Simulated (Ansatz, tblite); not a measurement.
**C72H38: rung by rung**

One table from this session's results is given with a row withheld; the runs are named, their logs left out.

Computed with Ansatz 0.2.0, Gaussian basis. Level: as each input shows.

Plan: GFN1-xTB, GFN2-xTB, PBE-D4/def2-SVP, r2SCAN-D4/def2-SVP, HF/def2-SVP, PBE0-D4/def2-TZVP, PBE-D4/def2-TZVP, HF/STO-3G, MP2/def2-SVP.

1 further run of the same task is left out (set aside as unsound or not needed). Runs told in other sessions of the task aren't counted.

### The geometry

The singlet was relaxed beforehand with PBE-D4/def2-SVP.

SMILES `C#Cc1ccc(C#Cc2ccc(C#Cc3ccc(C#Cc4ccc(C#Cc5ccc(C#Cc6ccc(C#Cc7ccc(C#Cc8ccc(C#Cc9ccccc9)cc8)cc7)cc6)cc5)cc4)cc3)cc2)cc1`, 110 atoms, charge 0, spin multiplicity 1.

Bond lengths: C1–C2 1.226 Å, C1–H73 1.081 Å, C2–C3 1.427 Å, C3–C4 1.419 Å, C3–C72 1.419 Å, C4–C5 1.394 Å, C4–H74 1.100 Å, C5–C6 1.421 Å, C5–H75 1.100 Å, C6–C7 1.420 Å, C6–C71 1.421 Å, C7–C8 1.234 Å, C8–C9 1.419 Å, C9–C10 1.422 Å, C9–C70 1.422 Å, C10–C11 1.392 Å, C10–H76 1.100 Å, C11–C12 1.422 Å and more. Angles: C2–C1–H73 180.0°, C1–C2–C3 180.0°, C2–C3–C4 120.7°, C2–C3–C72 120.7°, C4–C3–C72 118.6°, C3–C4–C5 120.7°, C3–C4–H74 119.1°, C5–C4–H74 120.2°, C4–C5–C6 120.8°, C4–C5–H75 120.2°, C6–C5–H75 119.0°, C5–C6–C7 120.8°, C5–C6–C71 118.4°, C7–C6–C71 120.8°, C6–C7–C8 179.9°, C7–C8–C9 179.6°, C8–C9–C10 120.9°, C8–C9–C70 120.8° and more.

PBE0-D4/def2-SVP was run before; its log isn't repeated, and its numbers join the tables.

Set-up of the first run:

Tight binding, by tblite at 300 K electronic temperature and without a spin-polarisation term:

```python
tblite.interface.Calculator('GFN1-xTB', numbers, positions, charge=0, uhf=0).singlepoint()
```

Tight binding, by tblite at 300 K electronic temperature and without a spin-polarisation term:

```python
tblite.interface.Calculator('GFN2-xTB', numbers, positions, charge=0, uhf=0).singlepoint()
```

start.molden holds the orbitals of an earlier run on this state, given as this run's starting guess.

Input file in.yaml:

```yaml
crystal:
  periodic: [false, false, false]
  atoms:
    - {symbol: C, position_ang: [30.868079, -1.377300, 1.292560]}
    - {symbol: C, position_ang: [29.662008, -1.260173, 1.103898]}
    - {symbol: C, position_ang: [28.258762, -1.123982, 0.884952]}
    - {symbol: C, position_ang: [27.678603, 0.153332, 0.670544]}
    - {symbol: C, position_ang: [26.307685, 0.286734, 0.458894]}
    - {symbol: C, position_ang: [25.458757, -0.852993, 0.451393]}
    - {symbol: C, position_ang: [24.061354, -0.718425, 0.238180]}
    - {symbol: C, position_ang: [22.846589, -0.602108, 0.056008]}
    - {symbol: C, position_ang: [21.447764, -0.473380, -0.146450]}
    - {symbol: C, position_ang: [20.833998, 0.807580, -0.208068]}
    - {symbol: C, position_ang: [19.459835, 0.932328, -0.394904]}
    - {symbol: C, position_ang: [18.635912, -0.218066, -0.533364]}
    - {symbol: C, position_ang: [17.233756, -0.093850, -0.712587]}
    - {symbol: C, position_ang: [16.012188, 0.007603, -0.856563]}
    - {symbol: C, position_ang: [14.605186, 0.114653, -1.006229]}
    - {symbol: C, position_ang: [13.820724, -1.024268, -1.336408]}
    - {symbol: C, position_ang: [12.438144, -0.925432, -1.465662]}
    - {symbol: C, position_ang: [11.774139, 0.315733, -1.265196]}
    - {symbol: C, position_ang: [10.361797, 0.407030, -1.368443]}
    - {symbol: C, position_ang: [9.131396, 0.473579, -1.439125]}
    - {symbol: C, position_ang: [7.714909, 0.536957, -1.496369]}
    - {symbol: C, position_ang: [6.958862, -0.543314, -2.028067]}
    - {symbol: C, position_ang: [5.567873, -0.493679, -2.059629]}
    - {symbol: C, position_ang: [4.867279, 0.635885, -1.555090]}
    - {symbol: C, position_ang: [3.448668, 0.670461, -1.554021]}
    - {symbol: C, position_ang: [2.214770, 0.687277, -1.529982]}
    - {symbol: C, position_ang: [0.796857, 0.695690, -1.474802]}
    - {symbol: C, position_ang: [0.104540, 1.676139, -0.712697]}
    - {symbol: C, position_ang: [-1.285129, 1.665239, -0.629677]}
    - {symbol: C, position_ang: [-2.048439, 0.677568, -1.310423]}
    - {symbol: C, position_ang: [-3.463117, 0.652508, -1.203038]}
    - {symbol: C, position_ang: [-4.691774, 0.621884, -1.089624]}
    - {symbol: C, position_ang: [-6.101788, 0.580431, -0.935416]}
    - {symbol: C, position_ang: [-6.747957, 1.382984, 0.044406]}
    - {symbol: C, position_ang: [-8.128364, 1.327446, 0.215237]}
    - {symbol: C, position_ang: [-8.928816, 0.471348, -0.589796]}
    - {symbol: C, position_ang: [-10.334016, 0.407168, -0.403037]}
    - {symbol: C, position_ang: [-11.554153, 0.349098, -0.226195]}
    - {symbol: C, position_ang: [-12.954513, 0.280697, -0.007079]}
    - {symbol: C, position_ang: [-13.538932, 0.881952, 1.141264]}
    - {symbol: C, position_ang: [-14.910715, 0.807622, 1.365938]}
    - {symbol: C, position_ang: [-15.764070, 0.133239, 0.450035]}
    - {symbol: C, position_ang: [-17.161701, 0.057465, 0.683284]}
    - {symbol: C, position_ang: [-18.376158, -0.007234, 0.893423]}
    - {symbol: C, position_ang: [-19.771233, -0.080200, 1.143186]}
    - {symbol: C, position_ang: [-20.665820, -0.575892, 0.155633]}
    - {symbol: C, position_ang: [-22.034516, -0.644843, 0.402621]}
    - {symbol: C, position_ang: [-22.572450, -0.225286, 1.649879]}
    - {symbol: C, position_ang: [-23.967798, -0.296597, 1.903041]}
    - {symbol: C, position_ang: [-25.179381, -0.357469, 2.125319]}
    - {symbol: C, position_ang: [-26.577006, -0.426611, 2.382781]}
    - {symbol: C, position_ang: [-27.090820, -0.124105, 3.671800]}
    - {symbol: C, position_ang: [-28.465591, -0.193769, 3.919664]}
    - {symbol: C, position_ang: [-29.354486, -0.563866, 2.895773]}
    - {symbol: C, position_ang: [-28.857831, -0.866944, 1.616484]}
    - {symbol: C, position_ang: [-27.484881, -0.801192, 1.356989]}
    - {symbol: C, position_ang: [-21.677543, 0.268358, 2.638038]}
    - {symbol: C, position_ang: [-20.309409, 0.341166, 2.389930]}
    - {symbol: C, position_ang: [-15.180464, -0.463055, -0.701026]}
    - {symbol: C, position_ang: [-13.807477, -0.393625, -0.922852]}
    - {symbol: C, position_ang: [-8.284269, -0.321332, -1.578436]}
    - {symbol: C, position_ang: [-6.902737, -0.270331, -1.745207]}
    - {symbol: C, position_ang: [-1.357048, -0.292274, -2.086886]}
    - {symbol: C, position_ang: [0.033091, -0.285190, -2.164800]}
    - {symbol: C, position_ang: [5.623734, 1.721497, -1.034897]}
    - {symbol: C, position_ang: [7.015039, 1.674674, -1.009472]}
    - {symbol: C, position_ang: [12.559143, 1.455953, -0.941600]}
    - {symbol: C, position_ang: [13.942681, 1.358451, -0.818611]}
    - {symbol: C, position_ang: [19.250755, -1.498941, -0.478008]}
    - {symbol: C, position_ang: [20.624095, -1.623706, -0.286451]}
    - {symbol: C, position_ang: [26.041797, -2.131366, 0.665968]}
    - {symbol: C, position_ang: [27.412439, -2.263344, 0.879179]}
    - {symbol: H, position_ang: [31.931037, -1.481136, 1.459075]}
    - {symbol: H, position_ang: [28.326785, 1.041746, 0.672980]}
    - {symbol: H, position_ang: [25.868015, 1.281041, 0.293325]}
    - {symbol: H, position_ang: [21.460991, 1.704746, -0.102777]}
    - {symbol: H, position_ang: [18.996287, 1.928514, -0.437867]}
    - {symbol: H, position_ang: [14.322062, -1.991166, -1.487067]}
    - {symbol: H, position_ang: [11.841877, -1.814049, -1.718141]}
    - {symbol: H, position_ang: [7.489032, -1.426520, -2.412518]}
    - {symbol: H, position_ang: [4.994014, -1.337661, -2.468663]}
    - {symbol: H, position_ang: [0.683885, 2.442447, -0.177786]}
    - {symbol: H, position_ang: [-1.808548, 2.423106, -0.029121]}
    - {symbol: H, position_ang: [-6.139474, 2.047061, 0.675058]}
    - {symbol: H, position_ang: [-8.615747, 1.947897, 0.981046]}
    - {symbol: H, position_ang: [-12.889479, 1.406381, 1.856926]}
    - {symbol: H, position_ang: [-15.350413, 1.273493, 2.259578]}
    - {symbol: H, position_ang: [-20.261721, -0.904207, -0.812967]}
    - {symbol: H, position_ang: [-22.716929, -1.028027, -0.369861]}
    - {symbol: H, position_ang: [-26.391197, 0.165518, 4.469460]}
    - {symbol: H, position_ang: [-28.850017, 0.043446, 4.923603]}
    - {symbol: H, position_ang: [-30.435284, -0.617431, 3.095885]}
    - {symbol: H, position_ang: [-29.550241, -1.156661, 0.811144]}
    - {symbol: H, position_ang: [-27.091520, -1.037123, 0.357399]}
    - {symbol: H, position_ang: [-22.081738, 0.595296, 3.607045]}
    - {symbol: H, position_ang: [-19.627332, 0.725596, 3.162120]}
    - {symbol: H, position_ang: [-15.829863, -0.986620, -1.417358]}
    - {symbol: H, position_ang: [-13.367877, -0.862347, -1.815065]}
    - {symbol: H, position_ang: [-8.892617, -0.985192, -2.209447]}
    - {symbol: H, position_ang: [-6.415181, -0.893885, -2.508401]}
    - {symbol: H, position_ang: [-1.936407, -1.058927, -2.621290]}
    - {symbol: H, position_ang: [0.556856, -1.046058, -2.761254]}
    - {symbol: H, position_ang: [5.093567, 2.602649, -0.645762]}
    - {symbol: H, position_ang: [7.588800, 2.518653, -0.600283]}
    - {symbol: H, position_ang: [12.057550, 2.422036, -0.786592]}
    - {symbol: H, position_ang: [14.538941, 2.247162, -0.566402]}
    - {symbol: H, position_ang: [18.624017, -2.396185, -0.584151]}
    - {symbol: H, position_ang: [21.087395, -2.619905, -0.240971]}
    - {symbol: H, position_ang: [25.394335, -3.020275, 0.663259]}
    - {symbol: H, position_ang: [27.853315, -3.257005, 1.045695]}
basis:
  gaussian: {orbitals: def2-SVP, fitting: {mean_field: def2-universal-jkfit}, initial_orbitals: start.molden}
hamiltonian: {xc: pbe, dispersion: d4}
scf: {omitted_lower_state_checks: [starts]}
output: {orbitals: {seedname: orbitals}}
```

Started as:

```
$ ansatz run in.yaml --threads 11 --pin off --events-out ev --progress --plain --max-ram 110592MiB --backend cuda --devices 0, --max-vram 75GiB
```

Among the steps run: PBE-D4/def2-SVP; r2SCAN-D4/def2-SVP; HF/def2-SVP; PBE0-D4/def2-TZVP; PBE-D4/def2-TZVP; HF/STO-3G; MP2/def2-SVP.

One of the session's tables, all rows but one given; the rest of the session is left out.

It belongs to the step «Binding energy». 

| level | binding an atom (eV) |
| --- | --- |
| HF/STO-3G | 4.573 |
| HF/def2-SVP | 4.137 |
| PBE-D4/def2-SVP | 5.879 |
| PBE-D4/def2-TZVP | 5.786 |
| r2SCAN-D4/def2-SVP | ? |
| PBE0-D4/def2-SVP | 5.737 |
| PBE0-D4/def2-TZVP | 5.641 |
| MP2/def2-SVP | 5.519 |

Q: Estimate the row for r2SCAN-D4/def2-SVP from the others.

The run gave: binding an atom (eV): 5.658. In the column «binding an atom (eV)» it lies between PBE0-D4/def2-TZVP (5.641) and PBE0-D4/def2-SVP (5.737).

To keep in mind: Free atoms were run apart at each level; binding is atoms less cluster, divided by the number of atoms, without zero-point or spin-orbit terms.
